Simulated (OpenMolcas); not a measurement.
# C6H14N2 (dipropyldiazene) at FNO-MP2/ANO-XS-VDZP (DKH2, RICD fitting, virtual fraction 0.3)

Wanted: the energy of C6H14N2 (dipropyldiazene). 

The calculation is run with OpenMolcas 26.06.

2 further runs of the same task are left out: 2 set aside as unsound or not needed.

### Step 1. Starting point

The species is C6H14N2 (22 atoms), meant as a singlet with charge 0. As SMILES, `CCC/N=N/CCC`. Geometry: relaxed at GFN2-xTB. This is one conformer, not always the lowest.

Some bond lengths: C1–C2 1.522 Å, C2–C3 1.527 Å, C3–N4 1.434 Å, N4–N5 1.245 Å, N5–C6 1.436 Å, C6–C7 1.532 Å, C7–C8 1.523 Å, C1–H9 1.089 Å, C1–H10 1.087 Å, C1–H11 1.088 Å, C2–H12 1.092 Å, C2–H13 1.092 Å, C3–H14 1.097 Å, C3–H15 1.096 Å, C6–H16 1.100 Å, C6–H17 1.095 Å. Some angles: C1–C2–C3 111.4°, C2–C3–N4 116.8°, C3–N4–N5 116.2°, N4–N5–C6 114.5°, N5–C6–C7 109.5°, C6–C7–C8 111.7°, C1–C2–H12 110.2°, C1–C2–H13 110.2°, C3–C2–H12 108.7°, C3–C2–H13 108.8°.

### Step 2. A single-point energy at FNO-MP2/ANO-XS-VDZP (DKH2, RICD fitting, virtual fraction 0.3)

struct.xyz reads:

```xyz
22

C     -0.249220    -3.500120    -0.504150
C     -0.030370    -2.002110    -0.346600
C     -0.872710    -1.208310    -1.342440
N     -0.739360     0.219410    -1.307080
N      0.079360     0.675330    -0.488000
C      0.177040     2.108170    -0.478540
C     -0.052730     2.625840     0.944920
C      1.019260     2.128140     1.905350
H     -1.296380    -3.754380    -0.350240
H      0.346080    -4.050800     0.219950
H      0.037180    -3.826130    -1.501910
H      1.021520    -1.756450    -0.504150
H     -0.293020    -1.686740     0.665180
H     -0.636930    -1.501910    -2.372300
H     -1.941170    -1.409010    -1.199570
H     -0.533080     2.564550    -1.183210
H      1.199050     2.354480    -0.785220
H     -1.035930     2.292810     1.284000
H     -0.056500     3.717320     0.919470
H      1.053180     1.042260     1.892240
H      0.808090     2.461690     2.918690
H      1.996650     2.505970     1.613620
```

job.input reads:

```
>>> EXPORT MOLCAS_PRINT=2
&GATEWAY
Coord
struct.xyz
Basis
ANO-XS-VDZP
Group
NoSym
RICD
&SEWARD
Relativistic
R02E00
&SCF
PrOrbitals
1 1
&MBPT2
FNOMP2
0.3
DoMP2
Frozen
8
```

Started as:

```sh
$ export MOLCAS_MEM=1860
$ pymolcas job.input > job.log
```

What values should one expect? Wanted: total energy; dipole moment; HOMO energy; LUMO energy; HOMO–LUMO gap; correlation energy.

**Answer.** As computed:

At FNO-MP2/ANO-XS-VDZP (DKH2, RICD fitting, virtual fraction 0.3), 8 core orbitals frozen:

| quantity | value |
| --- | --- |
| total energy | -345.17028 Eh |
| dipole moment (mean-field density) | 0.20 D |
| HOMO energy (Hartree–Fock orbitals) | -9.87 eV |
| LUMO energy (Hartree–Fock orbitals) | 4.07 eV |
| HOMO–LUMO gap (Hartree–Fock orbitals) | 13.94 eV |
| correlation energy (8 core orbitals frozen) | -804.6 mEh |
